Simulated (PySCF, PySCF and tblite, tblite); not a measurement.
# C5H5FN2S: a path driven as rotation about a bond, and NMR exchange, part 2 of 2

PySCF and tblite. Atoms count from 0. The steps go on from the part before.

### 9 Kinetics and line shapes

The job: settings as JSON, then the geometry in Å.

```
{"job": {"smiles": "C=C(F)c1nc(C)ns1", "charge": 0, "mult": 1, "motion": "rotation", "what": "aryl carbonyl or vinyl", "atoms": [3, 1], "drives": [{"terms": [["t", [4, 3, 1, 0], 0.25], ["t", [4, 3, 1, 2], 0.25], ["t", [8, 3, 1, 0], 0.25], ["t", [8, 3, 1, 2], 0.25]], "by": 180, "n": 12}], "study": "path", "level": {"kind": "nmr", "xc": "PBE0", "basis": "pcSseg-1"}, "fields": [60, 400, 800], "first": 1, "seed": 419, "kind": "path"}, "charge": 0, "multiplicity": 1}
C     -2.542893     1.265015    -0.263072
C     -2.137838     0.016428    -0.464889
F     -3.014432    -0.928186    -0.872714
C     -0.794089    -0.468770    -0.287670
N      0.218046     0.252252     0.096584
C      1.328422    -0.507802     0.160040
C      2.628870     0.072528     0.574572
N      1.212875    -1.775050    -0.157406
S     -0.317442    -2.128477    -0.568318
H     -1.836443     2.004629     0.060241
H     -3.567789     1.548428    -0.418233
H      2.539366     0.490464     1.575230
H      2.902624     0.877457    -0.104529
H      3.393040    -0.698059     0.562422
```

The log of the run:

```text
stationary points (kcal/mol above the start)
  n  kind          group   xTB      DFT    lowest mode
  0  minimum      Cs       0.00     0.00      57.3
  1  saddle       C1       5.37     6.97     -57.1
  2  minimum      Cs       1.42     3.47      48.7

GFN2-xTB energies: T/K, barrier G, reaction G (kcal/mol), k forward, k back (1/s)
 150.00     5.47     1.45   6.66e+04   8.57e+06
 200.00     5.56     1.45   6.97e+06   2.67e+08
 250.00     5.66     1.45   1.16e+08   2.14e+09
 298.15     5.78     1.45   7.26e+08   8.34e+09
 350.00     5.90     1.44      3e+09    2.4e+10
 400.00     6.04     1.44   8.39e+09   5.15e+10
 500.00     6.32     1.44   3.59e+10   1.53e+11

PBE0/pcSseg-1 + D3(BJ) energies: T/K, barrier G, reaction G (kcal/mol), k forward, k back (1/s)
 150.00     7.07     3.50        308   3.81e+07
 200.00     7.16     3.50   1.24e+05   8.17e+08
 250.00     7.27     3.49   4.62e+06   5.25e+09
 298.15     7.38     3.49   4.86e+07   1.77e+10
 350.00     7.51     3.49      3e+08   4.54e+10
 400.00     7.64     3.49   1.12e+09   9.02e+10
 500.00     7.92     3.48   7.16e+09   2.39e+11
```

Run time: 79 s. Hardware: 1 thread of INTEL XEON PLATINUM 8581C at 2.30GHz, shared host; peak memory 0.87 GiB. This counts the whole study up to here.

Barriers by level (kcal/mol; entropies in cal/(mol K)). Zero-point and thermal terms come from xTB in every row. ΔG‡ leaves symmetry out; the rate counts equivalent paths (a factor of 2); effective ΔG‡, where given, is the barrier that would give that rate by Eyring's equation alone:

```
                 level   ΔE‡  with zero-point   ΔH‡   ΔS‡  ΔG‡ (298 K)  ΔE of reaction  k at 298 K (1/s)  effective ΔG‡
              GFN2-xTB  5.37             5.31  4.83  -3.2         5.78            1.42           7.3e+08           5.36
PBE0/pcSseg-1 + D3(BJ)  6.97             6.91  6.43  -3.2         7.38            3.47           4.9e+07           6.97
```

Sites that the driver pairs across this motion, and where their lines would merge (no couplings; faster rotations, inversion at nitrogen or exchange between molecules can average them sooner):

```csv
nucleus,sites: shielding (ppm),proton frequency (MHz),spread (Hz),coalescence (K),lines at 298 K
19F,F2: 286.9; F2 (end): 276.2,800,8089,not given,–
15N,N4: -64.2; N4 (end): -73.5,800,756,not given,–
13C,C0: 82.8; C0 (end): 79.3,800,697,not given,–
1H,H9: 25.39; H9 (end): 25.94,800,443,not given,–
15N,N7: -41.2; N7 (end): -44.1,800,231,not given,–
1H,H10: 26.30; H10 (end): 26.02,800,227,not given,–
13C,C3: -3.4; C3 (end): -2.5,800,199,not given,–
13C,C1: 19.6; C1 (end): 18.9,800,135,not given,–
```

A dash: the driver gave no coalescence for this row (it judged the minor form too scarce).

Rows that set an atom against itself at the end compare its shielding in the two forms.

### 10 Shieldings, start: B3LYP/pcSseg-1

The job: settings as JSON, then the geometry in Å.

```
{"job": {"kind": "nmr", "xc": "B3LYP", "basis": "pcSseg-1", "pop": false}, "charge": 0, "multiplicity": 1}
C     -2.542893     1.265015    -0.263072
C     -2.137838     0.016428    -0.464889
F     -3.014432    -0.928186    -0.872714
C     -0.794089    -0.468770    -0.287670
N      0.218046     0.252252     0.096584
C      1.328422    -0.507802     0.160040
C      2.628870     0.072528     0.574572
N      1.212875    -1.775050    -0.157406
S     -0.317442    -2.128477    -0.568318
H     -1.836443     2.004629     0.060241
H     -3.567789     1.548428    -0.418233
H      2.539366     0.490464     1.575230
H      2.902624     0.877457    -0.104529
H      3.393040    -0.698059     0.562422
```

The log of the run:

```text
coarse grid: 13368 points
cycle   1  E = -800.8494694770  dE =  1.670e+00  |g| = 6.836e-01  |ddm| = 3.824e+00
cycle   2  E = -800.6572308316  dE =  1.922e-01  |g| = 1.177e+00  |ddm| = 1.606e+00
cycle   3  E = -800.9335096410  dE = -2.763e-01  |g| = 2.059e-01  |ddm| = 1.131e+00
cycle   4  E = -800.9429854283  dE = -9.476e-03  |g| = 6.516e-02  |ddm| = 2.473e-01
cycle   5  E = -800.9438018237  dE = -8.164e-04  |g| = 2.901e-02  |ddm| = 8.263e-02
cycle   6  E = -800.9439834600  dE = -1.816e-04  |g| = 1.012e-02  |ddm| = 3.239e-02
cycle   7  E = -800.9440031988  dE = -1.974e-05  |g| = 2.957e-03  |ddm| = 1.017e-02
cycle   8  E = -800.9440052147  dE = -2.016e-06  |g| = 6.824e-04  |ddm| = 3.273e-03
final grid: 128240 points
cycle   9  E = -801.0147739049  dE = -2.994e-05  |g| = 7.122e-03  |ddm| = 2.536e-02
cycle  10  E = -801.0147580073  dE =  1.590e-05  |g| = 1.131e-02  |ddm| = 1.496e-02
cycle  11  E = -801.0147837384  dE = -2.573e-05  |g| = 1.886e-03  |ddm| = 1.117e-02
cycle  12  E = -801.0147845737  dE = -8.353e-07  |g| = 5.170e-04  |ddm| = 2.218e-03
cycle  13  E = -801.0147846235  dE = -4.980e-08  |g| = 1.741e-04  |ddm| = 5.302e-04
cycle  14  E = -801.0147846288  dE = -5.220e-09  |g| = 7.566e-05  |ddm| = 1.951e-04
cycle  15  E = -801.0147846299  dE = -1.171e-09  |g| = 2.596e-05  |ddm| = 8.374e-05
cycle  16  E = -801.0147846301  dE = -1.564e-10  |g| = 4.921e-06  |ddm| = 2.611e-05
converged SCF energy = -801.0147846301

GIAO shielding tensors (ppm)
atom      isotropic    diamagn.    paramagn.     s11        s22        s33       span
  0 C       78.784     259.033    -180.249    -11.969     89.142    159.180    171.149
  1 C       12.292     249.136    -236.844    -86.020     58.423     64.473    150.493
  2 F      284.582     473.412    -188.830    203.854    316.984    332.908    129.054
  3 C      -10.665     264.663    -275.328    -92.389    -10.832     71.226    163.615
  4 N      -70.773     333.997    -404.770   -313.237    -99.994    200.911    514.148
  5 C        4.301     258.045    -253.744    -59.013      5.237     66.678    125.690
  6 C      160.215     245.228     -85.013    147.722    148.009    184.914     37.192
  7 N      -49.774     334.721    -384.494   -241.304    -91.544    183.526    424.830
  8 S       52.529    1058.756   -1006.228   -134.905    112.478    180.014    314.920
  9 H       25.619      33.801      -8.182     22.600     24.987     29.271      6.671
 10 H       26.547      27.319      -0.772     24.678     24.692     30.270      5.593
 11 H       28.965      28.623       0.341     25.028     27.587     34.278      9.250
 12 H       28.964      28.596       0.368     25.032     27.581     34.278      9.246
 13 H       28.978      26.778       2.200     24.105     28.668     34.160     10.055
```

Run time: 22 s. Hardware: 1 thread of INTEL XEON PLATINUM 8581C at 2.30GHz, shared host; peak memory 0.88 GiB.

This run: HOMO -7.15 eV, LUMO -2.30 eV; dipole 1.49 D.

### 11 Single-point energy, saddle of leg 1: B3LYP/pcSseg-1

The job: settings as JSON, then the geometry in Å.

```
{"job": {"kind": "sp", "xc": "B3LYP", "basis": "pcSseg-1", "pop": false}, "charge": 0, "multiplicity": 1}
C     -2.723105     1.100809    -0.745477
C     -2.141731     0.147158    -0.042060
F     -2.843353    -0.551670     0.878757
C     -0.750184    -0.284942    -0.169744
N      0.248219     0.150735     0.522607
C      1.392256    -0.461023     0.137199
C      2.683702    -0.133107     0.785886
N      1.303063    -1.342802    -0.823805
S     -0.232593    -1.492715    -1.331212
H     -2.170786     1.655280    -1.479781
H     -3.756359     1.351599    -0.587980
H      2.622465    -0.353309     1.849933
H      2.889039     0.929622     0.673249
H      3.479369    -0.715634     0.332428
```

The log of the run:

```text
coarse grid: 13368 points
cycle   1  E = -800.8342376293  dE =  1.669e+00  |g| = 6.939e-01  |ddm| = 3.773e+00
cycle   2  E = -800.6208501374  dE =  2.134e-01  |g| = 1.226e+00  |ddm| = 1.592e+00
cycle   3  E = -800.9202024897  dE = -2.994e-01  |g| = 2.234e-01  |ddm| = 1.129e+00
cycle   4  E = -800.9314862380  dE = -1.128e-02  |g| = 6.664e-02  |ddm| = 2.556e-01
cycle   5  E = -800.9323017393  dE = -8.155e-04  |g| = 3.005e-02  |ddm| = 7.846e-02
cycle   6  E = -800.9324802257  dE = -1.785e-04  |g| = 1.057e-02  |ddm| = 3.210e-02
cycle   7  E = -800.9325033773  dE = -2.315e-05  |g| = 3.087e-03  |ddm| = 1.049e-02
cycle   8  E = -800.9325056049  dE = -2.228e-06  |g| = 5.692e-04  |ddm| = 3.277e-03
final grid: 128240 points
cycle   9  E = -801.0038720403  dE = -2.957e-05  |g| = 7.037e-03  |ddm| = 2.259e-02
cycle  10  E = -801.0038568455  dE =  1.519e-05  |g| = 1.111e-02  |ddm| = 1.420e-02
cycle  11  E = -801.0038816691  dE = -2.482e-05  |g| = 1.913e-03  |ddm| = 1.064e-02
cycle  12  E = -801.0038825016  dE = -8.324e-07  |g| = 5.185e-04  |ddm| = 2.111e-03
cycle  13  E = -801.0038825511  dE = -4.954e-08  |g| = 1.708e-04  |ddm| = 5.378e-04
cycle  14  E = -801.0038825562  dE = -5.127e-09  |g| = 7.095e-05  |ddm| = 1.878e-04
cycle  15  E = -801.0038825573  dE = -1.019e-09  |g| = 2.724e-05  |ddm| = 7.624e-05
cycle  16  E = -801.0038825574  dE = -1.685e-10  |g| = 4.768e-06  |ddm| = 2.633e-05
converged SCF energy = -801.0038825574
```

Run time: 11 s. Hardware: 1 thread of INTEL XEON PLATINUM 8581C at 2.30GHz, shared host; peak memory 0.65 GiB.

In short: HOMO -7.68 eV, LUMO -1.81 eV; dipole 1.36 D.

### 12 Shieldings, end: B3LYP/pcSseg-1

The job: settings as JSON, then the geometry in Å.

```
{"job": {"kind": "nmr", "xc": "B3LYP", "basis": "pcSseg-1", "pop": false}, "charge": 0, "multiplicity": 1}
C     -2.986670     0.555345    -0.882437
C     -2.013262     0.539760     0.022532
F     -2.266001     0.940966     1.281735
C     -0.651832     0.121466    -0.205073
N      0.302011     0.104272     0.670852
C      1.445816    -0.343519     0.116324
C      2.687401    -0.456808     0.917277
N      1.411127    -0.672053    -1.151841
S     -0.074588    -0.445573    -1.765780
H     -2.806339     0.240344    -1.892814
H     -3.975058     0.884486    -0.619013
H      2.518809    -1.129317     1.756097
H      2.953198     0.519686     1.317394
H      3.492091    -0.834272     0.294292
```

The log of the run:

```text
coarse grid: 13368 points
cycle   1  E = -800.8426639052  dE =  1.681e+00  |g| = 6.829e-01  |ddm| = 3.852e+00
cycle   2  E = -800.6499744046  dE =  1.927e-01  |g| = 1.191e+00  |ddm| = 1.803e+00
cycle   3  E = -800.9273571628  dE = -2.774e-01  |g| = 2.031e-01  |ddm| = 1.244e+00
cycle   4  E = -800.9364302740  dE = -9.073e-03  |g| = 6.831e-02  |ddm| = 2.429e-01
cycle   5  E = -800.9374345983  dE = -1.004e-03  |g| = 2.795e-02  |ddm| = 8.751e-02
cycle   6  E = -800.9375991086  dE = -1.645e-04  |g| = 9.104e-03  |ddm| = 2.871e-02
cycle   7  E = -800.9376142611  dE = -1.515e-05  |g| = 3.407e-03  |ddm| = 9.530e-03
cycle   8  E = -800.9376169572  dE = -2.696e-06  |g| = 9.360e-04  |ddm| = 3.839e-03
final grid: 128240 points
cycle   9  E = -801.0089303455  dE = -3.069e-05  |g| = 6.800e-03  |ddm| = 2.592e-02
cycle  10  E = -801.0089128687  dE =  1.748e-05  |g| = 1.106e-02  |ddm| = 1.553e-02
cycle  11  E = -801.0089396056  dE = -2.674e-05  |g| = 2.177e-03  |ddm| = 1.164e-02
cycle  12  E = -801.0089407180  dE = -1.112e-06  |g| = 5.316e-04  |ddm| = 2.329e-03
cycle  13  E = -801.0089407698  dE = -5.185e-08  |g| = 1.493e-04  |ddm| = 5.678e-04
cycle  14  E = -801.0089407733  dE = -3.447e-09  |g| = 7.370e-05  |ddm| = 1.830e-04
cycle  15  E = -801.0089407744  dE = -1.161e-09  |g| = 2.341e-05  |ddm| = 8.631e-05
cycle  16  E = -801.0089407746  dE = -1.223e-10  |g| = 4.615e-06  |ddm| = 2.295e-05
converged SCF energy = -801.0089407746

GIAO shielding tensors (ppm)
atom      isotropic    diamagn.    paramagn.     s11        s22        s33       span
  0 C       75.416     260.724    -185.308    -26.109     98.886    153.469    179.578
  1 C       11.818     244.142    -232.324    -90.234     56.516     69.171    159.404
  2 F      273.156     474.950    -201.794    181.453    285.895    352.120    170.667
  3 C       -9.520     267.001    -276.521    -87.750    -11.900     71.089    158.839
  4 N      -80.447     332.948    -413.395   -352.687    -97.550    208.895    561.582
  5 C        4.295     258.224    -253.929    -60.212      9.226     63.872    124.084
  6 C      160.090     244.448     -84.358    147.483    148.161    184.625     37.142
  7 N      -52.698     334.653    -387.351   -253.935    -81.714    177.555    431.490
  8 S       48.730    1059.759   -1011.029   -158.204    144.862    159.530    317.734
  9 H       26.196      33.474      -7.278     23.674     24.370     30.544      6.870
 10 H       26.268      27.837      -1.570     23.904     24.612     30.288      6.384
 11 H       28.949      27.822       1.127     25.109     27.496     34.244      9.135
 12 H       28.949      27.809       1.140     25.111     27.494     34.244      9.133
 13 H       29.001      26.662       2.339     24.240     28.642     34.121      9.881
```

Run time: 22 s. Hardware: 1 thread of INTEL XEON PLATINUM 8581C at 2.30GHz, shared host; peak memory 0.88 GiB.

In short: HOMO -7.13 eV, LUMO -2.39 eV; dipole 1.33 D.

### 13 Second level: B3LYP/pcSseg-1 + D3(BJ)

The job: settings as JSON, then the geometry in Å.

```
{"job": {"smiles": "C=C(F)c1nc(C)ns1", "charge": 0, "mult": 1, "motion": "rotation", "what": "aryl carbonyl or vinyl", "atoms": [3, 1], "drives": [{"terms": [["t", [4, 3, 1, 0], 0.25], ["t", [4, 3, 1, 2], 0.25], ["t", [8, 3, 1, 0], 0.25], ["t", [8, 3, 1, 2], 0.25]], "by": 180, "n": 12}], "study": "path", "level": {"kind": "nmr", "xc": "B3LYP", "basis": "pcSseg-1", "wide": true}, "fields": [60, 400, 800], "first": 1, "seed": 419, "kind": "pathvar"}, "charge": 0, "multiplicity": 1}
C     -2.542893     1.265015    -0.263072
C     -2.137838     0.016428    -0.464889
F     -3.014432    -0.928186    -0.872714
C     -0.794089    -0.468770    -0.287670
N      0.218046     0.252252     0.096584
C      1.328422    -0.507802     0.160040
C      2.628870     0.072528     0.574572
N      1.212875    -1.775050    -0.157406
S     -0.317442    -2.128477    -0.568318
H     -1.836443     2.004629     0.060241
H     -3.567789     1.548428    -0.418233
H      2.539366     0.490464     1.575230
H      2.902624     0.877457    -0.104529
H      3.393040    -0.698059     0.562422
```

The log of the run:

```text
stationary points (kcal/mol above the start)
  n  kind          group   xTB      DFT    lowest mode
  0  minimum      Cs       0.00     0.00      57.3
  1  saddle       C1       5.37     6.90     -57.1
  2  minimum      Cs       1.42     3.47      48.7

GFN2-xTB energies: T/K, barrier G, reaction G (kcal/mol), k forward, k back (1/s)
 150.00     5.47     1.45   6.66e+04   8.57e+06
 200.00     5.56     1.45   6.97e+06   2.67e+08
 250.00     5.66     1.45   1.16e+08   2.14e+09
 298.15     5.78     1.45   7.26e+08   8.34e+09
 350.00     5.90     1.44      3e+09    2.4e+10
 400.00     6.04     1.44   8.39e+09   5.15e+10
 500.00     6.32     1.44   3.59e+10   1.53e+11

PBE0/pcSseg-1 + D3(BJ) energies: T/K, barrier G, reaction G (kcal/mol), k forward, k back (1/s)
 150.00     7.07     3.50        308   3.81e+07
 200.00     7.16     3.50   1.24e+05   8.17e+08
 250.00     7.27     3.49   4.62e+06   5.25e+09
 298.15     7.38     3.49   4.86e+07   1.77e+10
 350.00     7.51     3.49      3e+08   4.54e+10
 400.00     7.64     3.49   1.12e+09   9.02e+10
 500.00     7.92     3.48   7.16e+09   2.39e+11

B3LYP/pcSseg-1 + D3(BJ) energies: T/K, barrier G, reaction G (kcal/mol), k forward, k back (1/s)
 150.00     7.00     3.50        392   4.87e+07
 200.00     7.09     3.50   1.48e+05   9.81e+08
 250.00     7.20     3.50   5.34e+06   6.08e+09
 298.15     7.31     3.49   5.48e+07      2e+10
 350.00     7.43     3.49   3.33e+08   5.05e+10
 400.00     7.57     3.49   1.22e+09   9.89e+10
 500.00     7.85     3.49    7.7e+09   2.57e+11
```

Run time: 2.2 min. Hardware: 1 thread of INTEL XEON PLATINUM 8581C at 2.30GHz, shared host; peak memory 0.88 GiB. This counts the runs that the step sums up.

Barriers by level (kcal/mol; entropies in cal/(mol K)). Zero-point and thermal terms come from xTB in every row. ΔG‡ leaves symmetry out; the rate counts equivalent paths (a factor of 2); effective ΔG‡, where given, is the barrier that would give that rate by Eyring's equation alone:

```csv
level,ΔE‡,with zero-point,ΔH‡,ΔS‡,ΔG‡ (298 K),ΔE of reaction,k at 298 K (1/s),effective ΔG‡
GFN2-xTB,5.37,5.31,4.83,-3.2,5.78,1.42,7.3e+08,5.36
PBE0/pcSseg-1 + D3(BJ),6.97,6.91,6.43,-3.2,7.38,3.47,4.9e+07,6.97
B3LYP/pcSseg-1 + D3(BJ),6.90,6.84,6.36,-3.2,7.31,3.47,5.5e+07,6.90
```

### 14 Outcome

What follows sums up all 2 parts.

| quantity | value |
| --- | --- |
| barrier (PBE0/pcSseg-1 + D3(BJ)) | ΔE‡ 7.0, ΔG‡(298 K) 7.4 kcal/mol |
| barrier (GFN2-xTB) | ΔE‡ 5.4 kcal/mol |
| rate at 298 K | 4.9e+07 s⁻¹ |
| end of the path | 3.5 kcal/mol from the start |

What this shows: The barrier is 7.0 kcal/mol at the DFT level (xTB: 5.4); with thermal terms and the count of paths the DFT value gives a rate of 4.9e+07 s⁻¹ at 298 K. An error of 1.4 kcal/mol changes that rate tenfold.
